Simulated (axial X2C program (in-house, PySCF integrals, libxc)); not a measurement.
# SnNC: bond lengths and stretches, held linear

How do method and spin–orbit coupling move the bonds and stretches of SnNC, held linear?

The runs use an in-house X2C program for linear molecules on PySCF integrals; all-electron X2C, two-component (2c) or spin-free, Sn dyall-v3z, N dyall-av3z, C dyall-v3z.

All values are calculated.

2 further runs of the same task are left out: 2 set aside as unsound or not needed.

## (1) Input

The input, task.json:

```json
{"zs": [50, 7, 6], "q": 0, "bas": ["dyall-v3z", "dyall-av3z", "dyall-v3z"], "r0": [2.06, 1.17], "symm": 0, "scan": ["PBE0", "HF", "BHandHLYP"], "levels": ["PBE0", "HF", "LDA"], "nst": 2}
```

Keys: zs atomic numbers; q charge; bas basis sets; r0 starting distance in Å; symm equal bonds; scan levels of the two-bond scan (MP2 follows by itself at each HF point); levels methods; nst determinants followed.

Run with:

```console
> python solin.py task.json out
```

Masses Sn 119.902, N 14.003, C 12.000 u.

## (2) Scan at PBE0, 2c

State: Ω = 1/2 (beyond evenly filled blocks: ω = 1/2). Energies above the lowest point, from the job's result record:

| r(Sn–N) (Å) | r(N–C) (Å) | E (meV) |
| --- | --- | --- |
| 2.0338 | 1.1476 | 64.76 |
| 2.0338 | 1.1770 | 18.74 |
| 2.0338 | 1.2064 | 62.46 |
| 2.0860 | 1.1476 | 43.85 |
| 2.0860 | 1.1770 | 0.00 |
| 2.0860 | 1.2064 | 46.06 |
| 2.0860 | 1.2359 | 166.54 |
| 2.1381 | 1.1476 | 60.02 |
| 2.1381 | 1.1770 | 17.95 |
| 2.1381 | 1.2064 | 65.91 |
| 2.1903 | 1.1770 | 64.72 |
| 2.1903 | 1.2359 | 238.42 |

A quadratic surface with cubic terms in each bond gives the minimum at 2.085 and 1.176 Å, force constants 2.17, 16.8 and coupling 0.20 mdyn/Å.

## (3) Scan at HF, 2c

State: Ω = 1/2 (beyond evenly filled blocks: ω = 1/2). Energies above the lowest point, from the job's result record:

| r(Sn–N) (Å) | r(N–C) (Å) | E (meV) |
| --- | --- | --- |
| 2.0338 | 1.1476 | 22.95 |
| 2.0338 | 1.1770 | 42.80 |
| 2.0338 | 1.2064 | 155.16 |
| 2.0860 | 1.1476 | 0.00 |
| 2.0860 | 1.1770 | 22.04 |
| 2.0860 | 1.2064 | 136.77 |
| 2.0860 | 1.2359 | 328.45 |
| 2.1381 | 1.1476 | 16.11 |
| 2.1381 | 1.1770 | 40.00 |
| 2.1381 | 1.2064 | 156.72 |
| 2.1903 | 1.1770 | 88.18 |
| 2.1903 | 1.2359 | 402.31 |

A quadratic surface with cubic terms in each bond gives the minimum at 2.088 and 1.156 Å, force constants 2.26, 19.3 and coupling 0.21 mdyn/Å.

## (4) Scan at BHandHLYP, 2c

State: Ω = 1/2 (beyond evenly filled blocks: ω = 1/2). Energies above the lowest point, from the job's result record:

| r(Sn–N) (Å) | r(N–C) (Å) | E (meV) |
| --- | --- | --- |
| 2.0338 | 1.1476 | 25.04 |
| 2.0338 | 1.1770 | 18.63 |
| 2.0338 | 1.2064 | 101.89 |
| 2.0860 | 1.1476 | 4.28 |
| 2.0860 | 1.1770 | 0.00 |
| 2.0860 | 1.2064 | 85.52 |
| 2.0860 | 1.2359 | 245.48 |
| 2.1381 | 1.1476 | 21.37 |
| 2.1381 | 1.1770 | 18.85 |
| 2.1381 | 1.2064 | 106.23 |
| 2.1903 | 1.1770 | 67.10 |
| 2.1903 | 1.2359 | 319.58 |

A quadratic surface with cubic terms in each bond gives the minimum at 2.085 and 1.163 Å, force constants 2.21, 18 and coupling 0.20 mdyn/Å.

## (5) Comparison

| level | r(Sn–N) (Å) | r(N–C) (Å) | lower stretch (cm⁻¹) | upper stretch (cm⁻¹) |
| --- | --- | --- | --- | --- |
| PBE0, 2c | 2.085 | 1.176 | 411.1 | 2116.2 |
| HF, 2c | 2.088 | 1.156 | 420.1 | 2271.2 |
| BHandHLYP, 2c | 2.085 | 1.163 | 415.4 | 2191.1 |
| MP2, 2c | 2.085 | 1.189 | 413.6 | 2069.6 |
| PBE0, spin-free | 2.081 | 1.176 | 414.1 | 2113.3 |
| HF, spin-free | 2.085 | 1.156 | 423.2 | 2269.9 |
| BHandHLYP, spin-free | 2.081 | 1.164 | 418.5 | 2189.0 |
| MP2, spin-free | 2.081 | 1.189 | 416.1 | 2068.4 |

Scans not shown above were run alike.

**Reading.** Over the levels the Sn–N bond spans 2.081 to 2.088 Å and the N–C bond 1.156 to 1.189 Å. At PBE0 going from spin-free to two-component moves the bonds by +0.004 and -0.000 Å. Each state is one determinant, the lowest of a limited PBE0 search; the stretches come from a fit to few points and are good to some per cent at best. MP2 freezes inner shells (threshold -2 hartree). The molecule was held linear; bending was not examined, so a bent shape may lie lower. Note: functional without a current term on a determinant with orbital currents, of the molecule or an atom.
